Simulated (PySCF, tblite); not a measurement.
# C7H13BFN: geometry, infrared bands and NMR shifts

Aim: predict the infrared bands and NMR shifts of C7H13BFN (`[BH3-][N+]#CC[C@@H]1CCC[C@H]1F`).

Computed with tblite 0.8.0 and PySCF 2.14.0, with density-fitted response routines of our own, on a single molecule in the gas phase. Atoms count from 0, in the outputs and in this text.

### 1 Starting geometry

23 atoms, charge 0, multiplicity 1; geometry from: force field or distance geometry start.

Bonds of the start (Å): B0–N1 1.51, N1–C2 1.16, C2–C3 1.47, C3–C4 1.50, C4–C5 1.50, C5–C6 1.51, C6–C7 1.53, C7–C8 1.50, C8–F9 1.40, C8–C4 1.50, B0–H10 1.20, B0–H11 1.17, B0–H12 1.18, C3–H13 1.12, C3–H14 1.12, C4–H15 1.12, C5–H16 1.10, C5–H17 1.11, C6–H18 1.10, C6–H19 1.09, C7–H20 1.11, C7–H21 1.12, C8–H22 1.12.

### 2 Geometry optimisation with GFN2-xTB

What the job is given:

```
{"job": {"kind": "relax", "xc": "GFN2-xTB", "basis": "xTB"}, "charge": 0, "multiplicity": 1}
B      3.179100     1.252600     0.600600
N      2.180300     0.160400     0.321600
C      1.440500    -0.708000     0.109100
C      0.497400    -1.793300    -0.172100
C     -0.865500    -1.188600    -0.317800
C     -0.993200    -0.198000    -1.432900
C     -1.628700     1.027700    -0.814700
C     -1.294200     0.934900     0.677600
C     -1.257700    -0.537300     0.974500
F     -2.513000    -1.055600     1.322700
H      3.265700     1.435200     1.783500
H      2.789100     2.223000     0.072400
H      4.242300     0.900400     0.240700
H      0.796100    -2.319200    -1.113900
H      0.446100    -2.524300     0.674000
H     -1.575100    -2.045800    -0.475100
H     -1.698800    -0.586100    -2.184500
H     -0.040600     0.038900    -1.950200
H     -2.726200     0.998100    -0.932600
H     -1.264700     1.952500    -1.264000
H     -0.348100     1.476700     0.878400
H     -2.144200     1.375000     1.265900
H     -0.491600    -0.792100     1.747000
```

Run with:

```
$ OMP_NUM_THREADS=1 python probes_run.py task.json out
```

The driver reads the jobs from task.json and runs them one after another.

**Question.** This job is followed by: GFN2-xTB harmonic vibrations, gas phase; GIAO PBE0/pcSseg-1 NMR shielding, non-relativistic, gas phase. Predict these results of the whole session: strongest single infrared mode (GFN2-xTB); zero-point energy (GFN2-xTB); 13C shifts against TMS (PBE0/pcSseg-1); 1H shifts against TMS (PBE0/pcSseg-1, means over atoms taken as alike); 11B shifts against BF3·OEt2 (PBE0/pcSseg-1); 15N shifts against NH3 (PBE0/pcSseg-1); 19F shifts against CFCl3 (PBE0/pcSseg-1).

**Answer**, as computed:

```
                                                              quantity                                                                 value
                             strongest single infrared mode (GFN2-xTB)                                                 2447 cm⁻¹, 245 km/mol
                                          zero-point energy (GFN2-xTB)                                                        117.8 kcal/mol
                                13C shifts against TMS (PBE0/pcSseg-1)                        117.1, 103.7, 48.2, 38.7, 35.9, 29.4, 23.9 ppm
1H shifts against TMS (PBE0/pcSseg-1, means over atoms taken as alike)  5.01, 3.09, 2.63, 2.48, 2.29, 2.21, 2.02, 1.99, 1.96, 1.82, 1.38 ppm
                           11B shifts against BF3·OEt2 (PBE0/pcSseg-1)                                                             -44.1 ppm
                                15N shifts against NH3 (PBE0/pcSseg-1)                                                             237.2 ppm
                              19F shifts against CFCl3 (PBE0/pcSseg-1)                                                            -190.1 ppm
```

What this shows: The optimisation took 125 steps and gained 0.535 eV; among the close pairs (by a distance rule), C4–C8 changed most, from 1.499 to 1.543 Å. The lowest mode is imaginary (23i cm⁻¹), so the xTB geometry is not a minimum. The strongest single mode, at 2447 cm⁻¹, moves mainly H12. Unscaled tight-binding wavenumbers are off by several per cent, some by more. Its intensities can rank the bands wrongly. H22 (hydrogen on an sp3 CH bonded to F) lies farthest downfield among hydrogen, at 5.01 ppm; its carbon carries F, which withdraws density. At PBE0/pcSseg-1: The widest tensor belongs to N1: span 460 ppm, with a paramagnetic part of -299 ppm.
